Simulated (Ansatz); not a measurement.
**CH₅AsSi (SMILES C=[SiH][AsH2]): one structure at several levels**

One table from this session's results is given with a row withheld; the runs are named, their logs left out.

Computed with Ansatz 0.2.0, Gaussian basis. Level: single points in def2-TZVPP.

Cores are frozen in the correlated methods. Filled d shells of the heavier atoms are correlated. B3LYP uses VWN-RPA correlation.

## Where the work starts

SMILES `C=[SiH][AsH2]`, 8 atoms, charge 0, spin multiplicity 1.

Atoms are counted from 1 here; the program's logs count them from 0.

Bond lengths: C1–Si2 1.745 Å, C1–H4 1.080 Å, C1–H5 1.073 Å, Si2–As3 2.336 Å, Si2–H6 1.492 Å, As3–H7 1.490 Å, As3–H8 1.498 Å. Angles: Si2–C1–H4 121.1°, Si2–C1–H5 124.3°, H4–C1–H5 114.5°, C1–Si2–As3 122.4°, C1–Si2–H6 121.8°, As3–Si2–H6 115.8°, Si2–As3–H7 93.9°, Si2–As3–H8 91.0°, H7–As3–H8 90.5°.

Geometry (Å):

```xyz
8

C    -1.0749    1.1030   -0.7664
Si    0.2789    0.4965    0.1529
As    1.1138   -1.6674   -0.1291
H    -1.5953    0.4746   -1.4743
H    -1.4735    2.0944   -0.6739
H     0.9844    1.3377    1.1638
H     1.8702   -1.6530    1.1547
H    -0.0799   -2.2476    0.5651
```

The first run:

Input file run/in.yaml:

```yaml
crystal:
  periodic: [false, false, false]
  atoms:
    - {symbol: C, position_ang: [-1.074900, 1.103000, -0.766400]}
    - {symbol: Si, position_ang: [0.278900, 0.496500, 0.152900]}
    - {symbol: As, position_ang: [1.113800, -1.667400, -0.129100]}
    - {symbol: H, position_ang: [-1.595300, 0.474600, -1.474300]}
    - {symbol: H, position_ang: [-1.473500, 2.094400, -0.673900]}
    - {symbol: H, position_ang: [0.984400, 1.337700, 1.163800]}
    - {symbol: H, position_ang: [1.870200, -1.653000, 1.154700]}
    - {symbol: H, position_ang: [-0.079900, -2.247600, 0.565100]}
basis:
  gaussian: {orbitals: def2-TZVPP}
correlation: {method: ccsd_t}
output: {forces: true}
```

No record of the launch command was kept for these runs.

Steps of the session up to this table: CCSD(T)/def2-TZVPP; PBE0-D4/def2-TZVPP; wB97M-V/def2-TZVPP; r2SCAN-D4/def2-TZVPP; PBE-D4/def2-TZVPP; r2SCANh-D4/def2-TZVPP; B3LYP-D4/def2-TZVPP.

One table of the session follows, with a row left open; its other results are not shown here.

| method | RMS force component (eV/Å) | angle to CCSD(T) forces (°) | dipole (D) |
| --- | --- | --- | --- |
| CCSD(T) | 0.349 | reference | 1.01 |
| PBE0-D4 | 0.479 | 13.2 | 1.17 |
| wB97M-V | ? | ? | ? |
| r2SCAN-D4 | 0.441 | 11.3 | 1.08 |
| PBE-D4 | 0.486 | 17.2 | 1.05 |
| r2SCANh-D4 | 0.451 | 14.1 | 1.12 |
| B3LYP-D4 | 0.471 | 10.0 | 1.15 |

**Question.** Estimate the row for wB97M-V.

As computed: RMS force component (eV/Å): 0.507; angle to CCSD(T) forces (°): 16.7; dipole (D): 1.25. In the column «RMS force component (eV/Å)» it is the highest.
